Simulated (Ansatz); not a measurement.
# GeClF₃: a ladder of functionals and wavefunction methods

How much do the methods differ for GeClF₃? The plan is to run it at one geometry with functionals of several rungs and with coupled cluster, and see how far each lands from CCSD(T) at the basis-set limit for the atomisation energy.

Method: functionals in def2-TZVPP, the program's frozen cores in correlated methods; program: Ansatz 0.2.0, Gaussian basis.

Plan: LDA (SPW92), PBE-D4, revPBE-D4, BLYP-D4, r2SCAN-D4, B97M-V, PBE0-D4, B3LYP-D4, r2SCANh-D4, r2SCAN0-D4, HSE06-D4, BHLYP-D4, CAM-B3LYP-D4, LC-ωPBE, ωB97X-V, ωB97M-V, B2PLYP, PBE-QIDH; CCSD(T)/def2-SVP; CCSD(T)/def2-TZVPP; MP2/def2-QZVPP; extrapolation to the limit; RPA on PBE.

## Step 1: The geometry

The geometry comes from an earlier relaxation with PBE0-D4 in a triple-zeta def2 set; it is a stationary point.

5 atoms, charge 0, spin multiplicity 1.

Atoms are counted from 1 here; the program's logs count them from 0.

Bond lengths: F1–Ge2 1.698 Å, Ge2–F3 1.698 Å, Ge2–F4 1.698 Å, Ge2–Cl5 2.086 Å. Angles: F1–Ge2–F3 107.7°, F1–Ge2–F4 107.7°, F1–Ge2–Cl5 111.2°, F3–Ge2–F4 107.7°, F3–Ge2–Cl5 111.2°, F4–Ge2–Cl5 111.2°.

## Step 2: LDA

This LDA is Slater exchange with PW92 correlation.

The input, in.yaml:

```yaml
crystal:
  periodic: [false, false, false]
  atoms:
    - {symbol: F, position_ang: [-1.011248, -0.526371, 1.272928]}
    - {symbol: Ge, position_ang: [0.010138, -0.062766, -0.002295]}
    - {symbol: F, position_ang: [1.569785, -0.633384, 0.353035]}
    - {symbol: F, position_ang: [-0.522704, -0.858560, -1.404848]}
    - {symbol: Cl, position_ang: [0.004028, 2.007482, -0.260219]}
basis:
  gaussian: {orbitals: def2-TZVPP}
hamiltonian: {xc: lda}
output: {orbitals: {seedname: orbitals}}
```

The runs that follow: PBE-D4 (GGA); revPBE-D4 (GGA); BLYP-D4 (GGA); r2SCAN-D4 (meta-GGA); B97M-V (meta-GGA); PBE0-D4 (hybrid); B3LYP-D4 (hybrid); r2SCANh-D4 (hybrid); r2SCAN0-D4 (hybrid); HSE06-D4 (hybrid); BHLYP-D4 (hybrid); CAM-B3LYP-D4 (range-separated); LC-ωPBE-D4 (range-separated); ωB97X-V (range-separated); ωB97M-V (range-separated); B2PLYP (double hybrid); PBE-QIDH (double hybrid); CCSD(T) in def2-SVP; CCSD(T) in def2-TZVPP; MP2 in def2-QZVPP; RPA on PBE orbitals.

**Question.** What will the summary of the whole plan be? Wanted: atomisation energy, CCSD(T)/CBS; farthest beyond LDA; mean size of error, GGA; mean size of error, meta-GGA; mean size of error, hybrid; mean size of error, range-separated; mean size of error, double hybrid; gap, smallest and largest; T1 diagnostic.

**Answer**, as computed:

```
                               quantity                                      value
        atomisation energy, CCSD(T)/CBS                              1803.1 kJ/mol
 functionals within 18.0 kJ/mol (1.0 %)        r2SCAN-D4, B97M-V, LC-ωPBE, ωB97X-V
                    farthest beyond LDA                   BHLYP-D4 (-147.1 kJ/mol)
                mean size of error, GGA                                36.3 kJ/mol
           mean size of error, meta-GGA                                 5.6 kJ/mol
             mean size of error, hybrid                                64.7 kJ/mol
    mean size of error, range-separated                                15.7 kJ/mol
      mean size of error, double hybrid                                33.1 kJ/mol
              gap, smallest and largest  6.02 eV (LDA (SPW92)), 14.23 eV (LC-ωPBE)
                          T1 diagnostic                                     0.0118
triples share of the correlation energy                                      3.2 %
```

In words: LDA overbinds by 329.5 kJ/mol (18 %). PBE-D4 misses by +31.5 kJ/mol. Double hybrids carry the basis error of their MP2 part in triple zeta, and no dispersion term here, so their miss is partly the set-up's. The rungs meta-GGA, range-separated miss on average by less than the doubt on the reference (18.0 kJ/mol), so they tie; hybrid functionals have the largest mean beyond LDA (64.7 kJ/mol), BHLYP with half exact exchange included. Misses under about 18.0 kJ/mol are within the doubt on the reference itself, which lacks core-valence correlation, relativity and higher excitations, and its outer-core shells are covered unevenly. Hartree-Fock recovers 69 % of the binding; the rest is correlation. CCSD(T) in def2-SVP is off by -156.2 kJ/mol, more than most functionals: a good method in a small basis is no reference. Orbital gaps span 6.0 to 14.2 eV; exact exchange widens them. Correlated methods include outer-core shells of Ge, which these sets cover unevenly.
